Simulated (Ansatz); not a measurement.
# HfNH (septet): from Hartree-Fock to the top rungs, def2-SVP

One table from this session's results is given with a row withheld; the runs are named, their logs left out.

Computed with Ansatz 0.2.0, Gaussian basis. Level: def2-SVP, core rule «outside noble gas», up to 5 orbitals frozen.

To be run: UHF; CCSD(T) on ROHF; CCSD(T) on UHF; CISD as a restricted active space (open shells left free, so some higher excitations enter); CCSDT(Q) on ROHF; CCSDT(Q) on UHF.

32 further runs of the same task are left out: 8 for a known fault of the program, 9 that didn't finish, 15 set aside as unsound or not needed. Runs told in other sessions of the task aren't counted.

### The system

The geometry is a PBE0/def2-TZVP stationary point (not a proven minimum) of the parent state, kept for this charge and spin. No spin-orbit coupling is included. Elements past krypton take def2 core potentials.

3 atoms, charge 0, spin multiplicity 7.

Atoms are counted from 1 here; the program's logs count them from 0.

Bond lengths: Hf1–N2 2.034 Å, N2–H3 1.017 Å. Angles: Hf1–N2–H3 147.1°.

Set-up of the first run:

The input, in.yaml:

```yaml
crystal:
  periodic: [false, false, false]
  atoms:
    - {symbol: Hf, position_ang: [0.000000, -0.111469, 1.647238]}
    - {symbol: N, position_ang: [0.000000, -0.201315, -0.385063]}
    - {symbol: H, position_ang: [0.000000, 0.312783, -1.262174]}
basis:
  gaussian: {orbitals: def2-SVP}
magnetization: {spin_polarized: true, initial_magnetization: 6}
hamiltonian: {xc: hf}
output: {orbitals: {seedname: orbitals}}
```

Command:

```
$ ansatz run in.yaml --threads 1 --pin off --events-out ev --progress --plain --max-ram 2393MiB
```

Among the steps run: UHF; CCSD(T) on ROHF; CCSD(T) on UHF; CISD as a restricted active space (open shells left free, so some higher excitations enter); CCSDT(Q) on ROHF; CCSDT(Q) on UHF.

One of the session's tables, all rows but one given; the rest of the session is left out.

```
   method  from RCCSDT(Q) (kcal/mol)
     ROHF                    +107.94
      UHF                    +101.68
     RMP2                          ?
     UMP2                     +18.25
    RCCSD                      +2.90
    UCCSD                      +1.09
 RCCSD(T)                      +0.85
 UCCSD(T)                      -0.87
   RCCSDT                      +0.13
   UCCSDT                      -1.54
RCCSDT(Q)                          0
UCCSDT(Q)                      -1.66
```

Estimate the missing values for RMP2.

The run gave: from RCCSDT(Q) (kcal/mol): +20.01. In the column «from RCCSDT(Q) (kcal/mol)» it lies between UMP2 (+18.25) and UHF (+101.68).

Not comparable, so not listed: CISD as a restricted active space (open shells left free, so some higher excitations enter) (they don't share determinant, frozen orbitals or solution with the rows shown, or repeat one).

Caveats from the session: Restricted and unrestricted rows rest on different reference determinants; a gap between their highest levels can come from leftover correlation error, from unlike frozen cores or from another state.
